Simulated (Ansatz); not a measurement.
# AlFHSe radical (SMILES [F][Al][SeH]): one structure at several levels

The atoms stand at a structure displaced at random from a GFN2-xTB minimum. How far do the functionals agree with CCSD(T) there?

Program: Ansatz 0.2.0, Gaussian basis. Level of theory: single points in def2-TZVPP. These are calculated values, not measurements.

Correlated methods freeze the cores. Filled d shells of the heavier atoms are correlated. Orbitals are unrestricted.

### Step 1. Where the work starts

SMILES `[F][Al][SeH]`, 4 atoms, charge 0, spin multiplicity 2.

Atoms are counted from 1 here; the program's logs count them from 0.

Bond lengths: F1–Al2 1.625 Å, Al2–Se3 2.463 Å, Se3–H4 1.521 Å. Angles: F1–Al2–Se3 125.9°, Al2–Se3–H4 87.3°.

As a file:

```
F    -1.95180   -0.07240    0.86520
Al   -0.38200    0.34410    0.90400
Se    1.42120   -0.68980   -0.41810
H     1.11780    0.33520   -1.49960
```

### Step 2. CCSD(T)/def2-TZVPP

File run/in.yaml:

```yaml
crystal:
  periodic: [false, false, false]
  atoms:
    - {symbol: F, position_ang: [-1.951800, -0.072400, 0.865200]}
    - {symbol: Al, position_ang: [-0.382000, 0.344100, 0.904000]}
    - {symbol: Se, position_ang: [1.421200, -0.689800, -0.418100]}
    - {symbol: H, position_ang: [1.117800, 0.335200, -1.499600]}
basis:
  gaussian: {orbitals: def2-TZVPP}
magnetization: {spin_polarized: true, initial_magnetization: 1}
correlation: {method: ccsd_t}
scf: {omitted_lower_state_checks: [cluster_reference]}
output: {forces: true}
```

The command line of these runs was not kept.

### Step 3. PBE0-D4/def2-TZVPP

run/in.yaml: that of step 2 with these lines changed.

```diff
@@ -10,4 +10,3 @@
 magnetization: {spin_polarized: true, initial_magnetization: 1}
-correlation: {method: ccsd_t}
-scf: {omitted_lower_state_checks: [cluster_reference]}
-output: {forces: true}
+hamiltonian: {xc: pbe0, dispersion: d4}
+output: {forces: true, orbitals: {seedname: orbitals}}
```

### Step 4. wB97M-V/def2-TZVPP

run/in.yaml: that of step 3 with these lines changed.

```diff
@@ -10,3 +10,3 @@
 magnetization: {spin_polarized: true, initial_magnetization: 1}
-hamiltonian: {xc: pbe0, dispersion: d4}
-output: {forces: true, orbitals: {seedname: orbitals}}
+hamiltonian: {xc: {name: wB97M-V}}
+output: {forces: true}
```

### Step 5. r2SCAN-D4/def2-TZVPP

run/in.yaml: that of step 4 with these lines changed.

```diff
@@ -10,3 +10,3 @@
 magnetization: {spin_polarized: true, initial_magnetization: 1}
-hamiltonian: {xc: {name: wB97M-V}}
+hamiltonian: {xc: r2scan, dispersion: d4}
 output: {forces: true}
```

### Step 6. PBE-D4/def2-TZVPP

run/in.yaml: that of step 5 with these lines changed.

```diff
@@ -10,3 +10,3 @@
 magnetization: {spin_polarized: true, initial_magnetization: 1}
-hamiltonian: {xc: r2scan, dispersion: d4}
+hamiltonian: {xc: pbe, dispersion: d4}
 output: {forces: true}
```

### Step 7. revPBE-D4/def2-TZVPP

run/in.yaml: that of step 6 with these lines changed.

```diff
@@ -10,3 +10,3 @@
 magnetization: {spin_polarized: true, initial_magnetization: 1}
-hamiltonian: {xc: pbe, dispersion: d4}
+hamiltonian: {xc: {name: revPBE}, dispersion: d4}
 output: {forces: true}
```

### Step 8. BLYP-D4/def2-TZVPP

run/in.yaml: that of step 7 with these lines changed.

```diff
@@ -10,3 +10,3 @@
 magnetization: {spin_polarized: true, initial_magnetization: 1}
-hamiltonian: {xc: {name: revPBE}, dispersion: d4}
+hamiltonian: {xc: {name: BLYP}, dispersion: d4}
 output: {forces: true}
```

(Steps that only read results are left out.)

What does the calculation give? Wanted: energy less free atoms, CCSD(T)/def2-TZVPP; RMS force component; RMS force error; HOMO and LUMO, PBE0-D4; T1 diagnostic.

**Answer**, as computed:

| quantity | value |
| --- | --- |
| energy less free atoms, CCSD(T)/def2-TZVPP | -264.7 kcal/mol |
| RMS force component | 0.622 to 0.751 eV/Å over the methods |
| RMS force error | PBE0-D4 0.037, wB97M-V 0.048, r2SCAN-D4 0.022, PBE-D4 0.239, revPBE-D4 0.307, BLYP-D4 0.311 eV/Å |
| HOMO and LUMO, PBE0-D4 | -6.16 and -3.07 eV |
| T1 diagnostic | 0.014 |

Against CCSD(T) the functionals' energies less atoms differ by -14.5 to -5.1 kcal/mol, PBE-D4 by -14.5 kcal/mol. The reference is not at the basis limit: in triple zeta CCSD(T) underbinds, which counts against methods that bind more; the gaps are no ranking. On forces the order runs from r2SCAN-D4 to BLYP-D4. Frozen-core CCSD(T) forces in triple zeta carry basis errors of their own, and this is one geometry, so small gaps rank nothing.
